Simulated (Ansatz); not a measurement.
# C2H5NSi: a ladder of functionals and wavefunction methods

An exercise on one series of results from a longer session: the logs are not shown, and one member is left open.

Computed with Ansatz 0.2.0, Gaussian basis. Level: functionals in def2-TZVPP, the program's frozen cores in correlated methods.

Levels to be run: LDA (SPW92), PBE-D4, revPBE-D4, BLYP-D4, r2SCAN-D4, B97M-V, PBE0-D4, B3LYP-D4, r2SCANh-D4, r2SCAN0-D4, HSE06-D4, BHLYP-D4, CAM-B3LYP-D4, LC-ωPBE, ωB97X-V, ωB97M-V, B2PLYP, PBE-QIDH; CCSD(T)/def2-SVP; CCSD(T)/def2-TZVPP; MP2/def2-QZVPP; extrapolation to the limit; RPA on PBE.

## The relaxed structure

All runs share one geometry, relaxed beforehand with PBE0-D4 in a triple-zeta def2 set.

SMILES `[SiH3]C1=CN1`, 9 atoms, charge 0, spin multiplicity 1.

Atoms are counted from 1 here; the program's logs count them from 0.

Bond lengths: Si1–C2 1.829 Å, Si1–H5 1.485 Å, Si1–H6 1.484 Å, Si1–H7 1.484 Å, C2–C3 1.280 Å, C2–N4 1.558 Å, C3–N4 1.456 Å, C3–H8 1.077 Å, N4–H9 1.024 Å. Angles: C2–Si1–H5 109.2°, C2–Si1–H6 108.9°, C2–Si1–H7 109.4°, H5–Si1–H6 109.9°, H5–Si1–H7 109.0°, H6–Si1–H7 110.5°, Si1–C2–C3 160.7°, Si1–C2–N4 137.8°, C3–C2–N4 60.8°, C2–C3–N4 69.1°, C2–C3–H8 153.0°, N4–C3–H8 137.7°, C2–N4–C3 50.1°, C2–N4–H9 107.6°, C3–N4–H9 108.1°.

As a file:

```xyz
9

Si    0.4318    1.0518   -0.9594
C    -0.1714   -0.1629    0.2670
C    -0.7553   -0.6526    1.2950
N    -0.3998   -1.7018    0.3498
H     1.8875    0.8480   -1.1720
H     0.1831    2.4200   -0.4418
H    -0.2779    0.8465   -2.2468
H    -1.2865   -0.5674    2.2276
H     0.4769   -2.1279    0.6636
```

The first run:

The input, in.yaml:

```yaml
crystal:
  periodic: [false, false, false]
  atoms:
    - {symbol: Si, position_ang: [0.431831, 1.051844, -0.959372]}
    - {symbol: C, position_ang: [-0.171444, -0.162938, 0.266980]}
    - {symbol: C, position_ang: [-0.755336, -0.652594, 1.295033]}
    - {symbol: N, position_ang: [-0.399758, -1.701840, 0.349808]}
    - {symbol: H, position_ang: [1.887546, 0.847962, -1.172031]}
    - {symbol: H, position_ang: [0.183130, 2.419981, -0.441825]}
    - {symbol: H, position_ang: [-0.277919, 0.846547, -2.246842]}
    - {symbol: H, position_ang: [-1.286491, -0.567355, 2.227565]}
    - {symbol: H, position_ang: [0.476941, -2.127910, 0.663584]}
basis:
  gaussian: {orbitals: def2-TZVPP}
hamiltonian: {xc: lda}
output: {orbitals: {seedname: orbitals}}
```

The run is started by

```console
$ ansatz run in.yaml --threads 2 --pin off --events-out ev --progress --plain --max-ram 4352MiB
```

Steps of the session up to this table: LDA; PBE-D4 (GGA); revPBE-D4 (GGA); BLYP-D4 (GGA); r2SCAN-D4 (meta-GGA); B97M-V (meta-GGA); B3LYP-D4 (hybrid); r2SCANh-D4 (hybrid); r2SCAN0-D4 (hybrid); HSE06-D4 (hybrid); BHLYP-D4 (hybrid); CAM-B3LYP-D4 (range-separated); LC-ωPBE (range-separated); ωB97X-V (range-separated); ωB97M-V (range-separated); B2PLYP (double hybrid); PBE-QIDH (double hybrid).

One table of the session follows, with a row left open; its other results are not shown here.

It belongs to the step «Frontier levels by functional». 

| functional | HOMO (eV) | gap (eV) |
| --- | --- | --- |
| LDA (SPW92) | -5.04 | 3.02 |
| PBE-D4 | -4.94 | 3.14 |
| revPBE-D4 | -4.89 | 3.17 |
| BLYP-D4 | -4.81 | 3.15 |
| r2SCAN-D4 | -5.14 | 3.53 |
| B97M-V | -5.28 | 3.69 |
| PBE0-D4 | -6.20 | 5.38 |
| B3LYP-D4 | -5.98 | 4.95 |
| r2SCANh-D4 | -5.61 | 4.37 |
| r2SCAN0-D4 | -6.33 | 5.63 |
| HSE06-D4 | -5.79 | 4.60 |
| BHLYP-D4 | -7.33 | 7.61 |
| CAM-B3LYP-D4 | -7.55 | 7.90 |
| LC-ωPBE | ? | ? |
| ωB97X-V | -8.56 | 9.98 |
| ωB97M-V | -8.48 | 9.77 |

**Question.** Estimate the row for LC-ωPBE.

As computed: HOMO (eV): -8.92; gap (eV): 10.42. In the column «HOMO (eV)» it is the lowest.
